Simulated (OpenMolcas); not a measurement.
# Co³⁺ among point charges: CASSCF levels and susceptibility

How does a field of 5 point charges split the states of Co³⁺, and what χT follows?

The numbers are computed with OpenMolcas 26.06 (state-averaged CASSCF, spin-orbit coupling by RASSI with atomic mean-field integrals), except any that are marked as measured or tabulated.

1 further run of the same task is left out (it didn't finish).

### Step 1. What is computed

```
Species                           : Co³⁺ (cobalt, Z = 27, 24 electrons)
Basis                             : ANO-RCC-VTZP [6s5p3d2f1g], 59 functions
Scalar Hamiltonian                : DKH2, point nucleus
Inactive shells                   : 1s 2s 2p 3s 3p
Active space                      : 6 electrons in 5 orbitals (3d)
Some configurations of this space : 3d⁶
Orbitals                          : optimised for each spin and parity, averaged over all roots
```

The outer shells:

3d6
```
3d [↑↓][↑ ][↑ ][↑ ][↑ ]
```

The ion sits among 5 point charges of -2.6 e arranged as a trigonal bipyramid (D3h), 1.91 Å from the ion, with the axial distance 2.273 Å. The active orbitals were held to one l.

The work runs as a chain of OpenMolcas steps in one folder; each step below is one input file. Labels, J, g values, rates, χT and fits are worked out afterwards by a script from the matrices that RASSI stores.

### Step 2. Basis and integrals

Contents of a.inp:

```
&GATEWAY
Coord
1

Co 0.0 0.0 0.0
Basis=ANO-RCC-VTZP
Group=NoSym
NoMove
AngMom=0.0 0.0 0.0
AMFI
XField
5 Angstrom 0
1.910000 0.000000 0.000000 -2.600000
-0.955000 1.654109 0.000000 -2.600000
-0.955000 -1.654109 0.000000 -2.600000
0.000000 0.000000 2.272900 -2.600000
0.000000 0.000000 -2.272900 -2.600000
&SEWARD
```

Command:

```
> OMP_NUM_THREADS=1 MOLCAS_MEM=1689 MOLCAS_PROJECT=a pymolcas a.inp > a.log
```

The program printed:

```text
Basis set label: CO.ANO-RCC...6S5P3D2F1G.

      Electronic valence basis set:
      ------------------
      Associated Effective Charge  27.000000 au
      Associated Actual Charge     27.000000 au
      Nuclear Model: Point charge

      Shell  nPrim  nBasis  Cartesian Spherical Contaminant
         s      21       6        X
         p      15       5        X
         d      10       3                 X
         f       6       2                 X
         g       4       1                 X
                  Relativistic Douglas-Kroll-Hess integrals:
                    - DKH order of Hamiltonian: 2
                    - DKH order of Properties : 0
                  Atomic mean-field integrals
```

### Step 3. Reference wave functions, quintets, 5 roots

Contents of a.inp:

```
&RASSCF
FileOrb=start.orb
Symmetry=1
Spin=5
nActEl=6 0 0
Inactive=9
Ras2=5
CIRoot=5 5 1
SDav=5
CIMx=300
Iter=120 100
PrWF=0.3
OrbListing=Nothing
MaxOrb=0
SupSym
1
15 10 11 12 13 14 27 28 29 30 31 32 33 34 35 36
>>> COPY $Project.JobIph JOB001
```

start.orb holds the contracted functions of the basis, ordered by shell, or the orbitals of the step before.

The program printed, shortened:

```text
[...]
      Number of active orbitals                  5
[...]
      Spin quantum number                      2.0
[...]
      Active orbitals                            5
[...]
      Number of CSFs                             5
      Number of root(s) required                 5
[...]
      Convergence after 10 iterations
[...]
      Natural orbitals and occupation numbers for root  1
      sym 1:   1.000000   2.000000   1.000000   1.000000   1.000000
      Natural orbitals and occupation numbers for root  2
      sym 1:   1.000000   2.000000   1.000000   1.000000   1.000000
      Natural orbitals and occupation numbers for root  3
      sym 1:   1.000000   1.000000   2.000000   1.000000   1.000000
::    RASSCF root number  1 Total energy:  -1399.97335567
::    RASSCF root number  2 Total energy:  -1399.97335566
::    RASSCF root number  3 Total energy:  -1399.96039175
::    RASSCF root number  4 Total energy:  -1399.95609166
::    RASSCF root number  5 Total energy:  -1399.95609164
```

### Step 4. Reference wave functions, triplets, 45 roots

Contents of a.inp:

```
&RASSCF
FileOrb=start.orb
Symmetry=1
Spin=3
nActEl=6 0 0
Inactive=9
Ras2=5
CIRoot=45 45 1
SDav=45
CIMx=300
Iter=120 100
PrWF=0.3
OrbListing=Nothing
MaxOrb=0
SupSym
1
15 10 11 12 13 14 27 28 29 30 31 32 33 34 35 36
>>> COPY $Project.JobIph JOB002
```

The program printed, shortened:

```text
[...]
      Number of active orbitals                  5
[...]
      Spin quantum number                      1.0
[...]
      Active orbitals                            5
[...]
      Number of CSFs                            45
      Number of root(s) required                45
[...]
      Convergence after  8 iterations
[...]
      Natural orbitals and occupation numbers for root  1
      sym 1:   0.230965   1.820538   1.820538   1.063980   1.063980
      Natural orbitals and occupation numbers for root  2
      sym 1:   1.500000   1.500000   1.000000   1.000000   1.000000
      Natural orbitals and occupation numbers for root  3
      sym 1:   1.500000   1.500000   1.000000   1.000000   1.000000
::    RASSCF root number  1 Total energy:  -1399.85826650
::    RASSCF root number  2 Total energy:  -1399.85627882
::    RASSCF root number  3 Total energy:  -1399.85627882
[...]
::    RASSCF root number 27 Total energy:  -1399.81179628
::    RASSCF root number 28 Total energy:  -1399.81179628
::    RASSCF root number 29 Total energy:  -1399.80956295
::    RASSCF root number 30 Total energy:  -1399.80956295
```

### Step 5. Reference wave functions, singlets, 50 roots

Contents of a.inp:

```
&RASSCF
FileOrb=start.orb
Symmetry=1
Spin=1
nActEl=6 0 0
Inactive=9
Ras2=5
CIRoot=50 50 1
SDav=50
CIMx=300
Iter=120 100
PrWF=0.3
OrbListing=Nothing
MaxOrb=0
SupSym
1
15 10 11 12 13 14 27 28 29 30 31 32 33 34 35 36
>>> COPY $Project.JobIph JOB003
```

The program printed, shortened:

```text
[...]
      Number of active orbitals                  5
[...]
      Spin quantum number                      0.0
[...]
      Active orbitals                            5
[...]
      Number of CSFs                            50
      Number of root(s) required                50
[...]
      Convergence after  7 iterations
[...]
      Natural orbitals and occupation numbers for root  1
      sym 1:   1.903012   1.903012   0.192453   1.000763   1.000760
      Natural orbitals and occupation numbers for root  2
      sym 1:   1.903012   1.903012   0.192453   1.000762   1.000761
      Natural orbitals and occupation numbers for root  3
      sym 1:   1.500000   1.000000   0.999999   1.000001   1.500000
::    RASSCF root number  1 Total energy:  -1399.80441163
::    RASSCF root number  2 Total energy:  -1399.80441163
::    RASSCF root number  3 Total energy:  -1399.79839495
[...]
::    RASSCF root number 27 Total energy:  -1399.73808714
::    RASSCF root number 28 Total energy:  -1399.72139380
::    RASSCF root number 29 Total energy:  -1399.70374656
::    RASSCF root number 30 Total energy:  -1399.70374656
```

### Step 6. RASSI: spin-orbit coupling between the states

Contents of a.inp:

```
&RASSI
NrOfJobIphs=3 5 45 50
1 2 3 4 5
1 2 3 4 5 6 7 8 9 10 11 12 13 14 15 16 17 18 19 20 21 22 23 24 25 26 27
28 29 30 31 32 33 34 35 36 37 38 39 40 41 42 43 44 45
1 2 3 4 5 6 7 8 9 10 11 12 13 14 15 16 17 18 19 20 21 22 23 24 25 26 27
28 29 30 31 32 33 34 35 36 37 38 39 40 41 42 43 44 45 46 47 48 49 50
IphNames
JOB001
JOB002
JOB003
EJob
SpinOrbit
DIPRint=1.0
SOCoupling=1000.0
Subsets=2
Property=9
'ANGMOM' 1 'ANGMOM' 2 'ANGMOM' 3 'MLTPL  1' 1 'MLTPL  1' 2 'MLTPL  1' 3
'AMFI' 1 'AMFI' 2 'AMFI' 3
SOProperty=3
'ANGMOM' 1 'ANGMOM' 2 'ANGMOM' 3
```

Command:

```
> OMP_NUM_THREADS=1 MOLCAS_MEM=1689 MOLCAS_PROJECT=a pymolcas a.inp > a.log
```

The program printed:

```text
SPIN-FREE ENERGIES:
  (Shifted by EMIN (a.u.) =      -1399.9733556683)

 SF State       Relative EMIN(au)   Rel lowest level(eV)    D:o, cm**(-1)      L_eff

     1             0.0000000000        0.0000000000              0.0000         2.0
     2             0.0000000037        0.0000001020              0.0008         2.0
     3             0.0129639136        0.3527660613           2845.2502         2.0
     4             0.0172640123        0.4697777067           3789.0127         2.0
     5             0.0172640249        0.4697780498           3789.0155         2.0
     6             0.1150891711        3.1317358886          25259.1534         4.5
     7             0.1170768468        3.1858233001          25695.3978         5.0
     8             0.1170768468        3.1858233001          25695.3978         5.0
     9             0.1207826747        3.2866640139          26508.7330         4.9
    10             0.1207826758        3.2866640428          26508.7332         4.9
    11             0.1242425746        3.3808126859          27268.0933         4.8
    12             0.1242425821        3.3808128900          27268.0949         4.8
    13             0.1259249654        3.4265928705          27637.3354         4.7
    14             0.1259249654        3.4265928705          27637.3354         4.7
    15             0.1302637046        3.5446559806          28589.5786         5.0
    16             0.1302637046        3.5446559806          28589.5786         5.0
    17             0.1327372362        3.6119642036          29132.4560         1.9
    18             0.1327372383        3.6119642605          29132.4564         1.9
    19             0.1400131627        3.8099522498          30729.3373         2.7
    20             0.1434011795        3.9021448846          31472.9210         3.1
    21             0.1434011824        3.9021449621          31472.9216         3.1
    22             0.1439452893        3.9169508648          31592.3393         3.3
    23             0.1439452930        3.9169509654          31592.3401         3.3
    24             0.1442393561        3.9249528297          31656.8795         3.5
    25             0.1442393561        3.9249528297          31656.8795         3.5
    26             0.1456067066        3.9621603325          31956.9782         2.6
    27             0.1542010033        4.1960230596          33843.2083         4.0
    28             0.1542010033        4.1960230596          33843.2083         4.0
    29             0.1553152030        4.2263419787          34087.7469         3.9
    30             0.1553152092        4.2263421483          34087.7483         3.9
    31             0.1605724502        4.3693989639          35241.5793         4.0
    32             0.1615593905        4.3962549772          35458.1877         4.0
    33             0.1615593905        4.3962549772          35458.1877         4.0
    34             0.1637927160        4.4570268599          35948.3460         3.7
    35             0.1637927168        4.4570268806          35948.3461         3.7
    51             0.1689440393        4.5972015080          37078.9308         5.6
    52             0.1689440393        4.5972015080          37078.9308         5.6
    53             0.1749607209        4.7609237549          38399.4397         6.0
    54             0.1749607209        4.7609237549          38399.4397         6.0
    55             0.1776135294        4.8331103504          38981.6639         5.8
Eigenvalues of complex Hamiltonian:
   -----------------------------------
  (Shifted by EMIN (a.u.) =      -1399.9733556683)

 SO State       Relative EMIN(au)   Rel lowest level(eV)    D:o, cm**(-1)     J-value

     1            -0.0017042404        0.0000000000              0.0000         2.3
     2            -0.0017042404        0.0000000000              0.0000         2.3
     3            -0.0013057512        0.0108434447             87.4583         3.0
     4            -0.0013057511        0.0108434476             87.4583         3.0
     5            -0.0007762279        0.0252525065            203.6752         3.3
     6            -0.0007762242        0.0252526064            203.6760         3.3
     7            -0.0003555828        0.0366988418            295.9961         3.3
     8             0.0004541744        0.0587334593            473.7173         2.8
     9             0.0010384715        0.0746329923            601.9557         2.4
    10             0.0010384716        0.0746329955            601.9557         2.4
    11             0.0130104573        0.4004073218           3229.5028         2.2
    12             0.0130104572        0.4004073212           3229.5028         2.2
    13             0.0133130807        0.4086421259           3295.9210         2.4
    14             0.0133130811        0.4086421370           3295.9211         2.4
    15             0.0134079764        0.4112243695           3316.7482         2.4
    16             0.0141250101        0.4307358505           3474.1189         1.6
    17             0.0141250101        0.4307358505           3474.1189         1.6
    18             0.0157574672        0.4751572693           3832.4018         2.1
    19             0.0157574672        0.4751572693           3832.4018         2.1
    20             0.0172678282        0.5162562865           4163.8878         2.2
    21             0.0172678407        0.5162566258           4163.8905         2.2
    22             0.0186755133        0.5545613491           4472.8389         2.0
    23             0.0186755136        0.5545613591           4472.8390         2.0
    24             0.0199984929        0.5905614596           4763.1994         1.4
    25             0.0200019929        0.5906566977           4763.9675         1.4
    26             0.1141649475        3.1529612275          25430.3473         4.9
    27             0.1146814664        3.1670164213          25543.7101         4.8
    28             0.1146814665        3.1670164233          25543.7101         4.8
    29             0.1155144569        3.1896832477          25726.5304         2.0
    30             0.1155144569        3.1896832477          25726.5304         2.0
    31             0.1167784649        3.2240786574          26003.9481         2.3
    32             0.1167784649        3.2240786574          26003.9481         2.3
    33             0.1178839697        3.2541609760          26246.5783         2.1
    34             0.1178839697        3.2541609760          26246.5783         2.1
    35             0.1203173968        3.3203779013          26780.6539         4.9
    36             0.1203173980        3.3203779323          26780.6541         4.9
    37             0.1203229403        3.3205287458          26781.8705         5.1
    38             0.1203229409        3.3205287644          26781.8706         5.1
    39             0.1204933829        3.3251667255          26819.2783         4.9
    40             0.1206250502        3.3287495757          26848.1760         4.6
    41             0.1227359127        3.3861890697          27311.4567         4.4
Weights of the five most important spin-orbit-free states for each spin-orbit state.

 SO State  Total energy (au)           Spin-free states, spin, and weights
 -------------------------------------------------------------------------------------------------------
    1        -0.001704       1 2.0  0.4958    2 2.0  0.4958    4 2.0  0.0036    5 2.0  0.0036   23 1.0  0.0005
    2        -0.001704       1 2.0  0.4958    2 2.0  0.4958    4 2.0  0.0036    5 2.0  0.0036   23 1.0  0.0005
    3        -0.001306       1 2.0  0.4871    2 2.0  0.4871    3 2.0  0.0154    4 2.0  0.0089   23 1.0  0.0005
    4        -0.001306       1 2.0  0.4871    2 2.0  0.4871    3 2.0  0.0154    5 2.0  0.0089   22 1.0  0.0005
    5        -0.000776       1 2.0  0.9447    3 2.0  0.0310    2 2.0  0.0153    4 2.0  0.0037    5 2.0  0.0037
    6        -0.000776       2 2.0  0.9447    3 2.0  0.0310    1 2.0  0.0153    5 2.0  0.0037    4 2.0  0.0037
    7        -0.000356       2 2.0  0.4717    1 2.0  0.4717    3 2.0  0.0504    4 2.0  0.0022    5 2.0  0.0022
    8         0.000454       2 2.0  0.4971    1 2.0  0.4971    4 2.0  0.0024    5 2.0  0.0024   17 1.0  0.0003
    9         0.001038       1 2.0  0.5124    2 2.0  0.4745    3 2.0  0.0116   19 1.0  0.0006    6 1.0  0.0003
   10         0.001038       2 2.0  0.5124    1 2.0  0.4745    3 2.0  0.0116   19 1.0  0.0006    6 1.0  0.0003
   11         0.013010       3 2.0  0.9825    2 2.0  0.0073    1 2.0  0.0073    5 2.0  0.0018   20 1.0  0.0004
   12         0.013010       3 2.0  0.9825    1 2.0  0.0073    2 2.0  0.0073    4 2.0  0.0018   20 1.0  0.0004
```

These steps: 21 s of run time, 1 thread, shared host.

Spin-free states, with their symmetry labels:

```
  state  degeneracy  E (cm-1)  free-ion L (%)
     5E           2         0         D (100)
    5A1           1      2845         D (100)
     5E           2      3789         D (100)
    3A2           1     25259          H (74)
     3E           2     25695         H (100)
     3E           2     26509          H (93)
     3E           2     27268          H (87)
triplet           2     27637          H (78)
     3E           2     28590         H (100)
     3E           2     29132          P (68)
    3A2           1     30729          P (61)
     3E           2     31473          F (52)
     3E           2     31592          F (80)
triplet           2     31657          F (67)
    3A2           1     31957          F (66)
triplet           2     33843          G (70)
     3E           2     34088          G (77)
    3A1           1     35242         G (100)
     3E           2     35458         G (100)
     3E           2     35948          G (71)
     1E           2     37079          I (77)
     1E           2     38399         I (100)
singlet           2     38982          I (90)
    1A1           1     39336          G (84)
```

With spin-orbit coupling:

```tsv
E (cm-1)	Degeneracy	Label	2S+1	g
0.0	2		5	0.00 0.00 9.99
87.5	2	E	5	0.00 0.00 6.02
203.7	2	E	5	0.00 0.00 2.17
296.0	1	A1	5	
473.7	1	A2	5	
602.0	2	E	5	0.00 0.00 5.83
3230	2	E	5	0.00 0.00 7.97
3296	2	E	5	0.00 0.00 3.99
3317	1	A1	5	
3474	2	E	5	0.00 0.00 12.01
3832	2		5	0.00 0.00 8.02
4164	2	E	5	0.00 0.00 4.02
4473	2	E	5	0.00 0.00 0.02
4763	1	A2	5	
4764	1	A1	5	
25430	1	A1	3	
25544	2	E	3	0.00 0.00 3.93
25727	2		3	0.00 0.00 14.00
26004	2	E	3	0.00 0.00 10.02
26247	2	E	3	0.00 0.00 6.04
26781	2	E	3	0.00 0.00 2.01
26782	2	E	3	0.00 0.00 5.93
26819	1	A2	3	
26848	1	A1	3
```

The table of states holds 24 of 58 computed; the rest, higher up, is left out. Labels of spin-orbit levels are those of the rotation subgroup (D3 for D3h). Principal g values are given for doublets only; a zero marks a field direction without first-order Zeeman splitting.

Powder χT (cm³ K/mol): 3.16 at 2 K, 3.22 at 5 K, 3.32 at 10 K, 3.52 at 20 K, 3.89 at 50 K, 4.10 at 100 K, 4.15 at 150 K, 4.17 at 200 K, 4.16 at 250 K, 4.15 at 300 K.

Orbitals of the lowest block (energies include the constant potential of the surroundings):

```
shell     space  energy (hartree)  mean occupation  ⟨r²⟩ (bohr²)
   1s  inactive         -283.7962            2.000       0.00421
   2s  inactive          -33.5138            2.000        0.0761
   2p  inactive          -28.2844            6.000        0.0618
   3s  inactive           -2.6633            2.000         0.687
   3p  inactive           -1.0608            6.000         0.768
   3d      RAS2                              6.000          1.14
```

### Step 7. Results

| quantity | value |
| --- | --- |
| method | CASSCF |
| spin-free ground state | 5E, 2-fold in its orbital part |
| first state of the same spin within the active space | 5A1 at 2850 cm⁻¹ |
| lowest level | 2-fold, g = 0.00, 0.00, 9.99 |
| next level | 87.5 cm⁻¹ |
| χT at 300 K | 4.15 cm³ K/mol |
| effective moment at 300 K | 5.76 μB |

**Reading.** The spin-free ground state (5E) comes to 100 % from free-ion D terms and keeps the highest spin of the shell. χT at 300 K is 4.15, against 3.01 cm³ K/mol for the spin alone, so orbital moment adds to it. An active space of the d shell alone favours high spin; real ions in strong fields can be low spin. The field of point charges can differ much from that of real complexes. With metal d orbitals alone active, the gaps between spin states are rough; where two lie within a few thousand cm-1, their order is open. This is an electrostatic model: the charges have no orbitals.
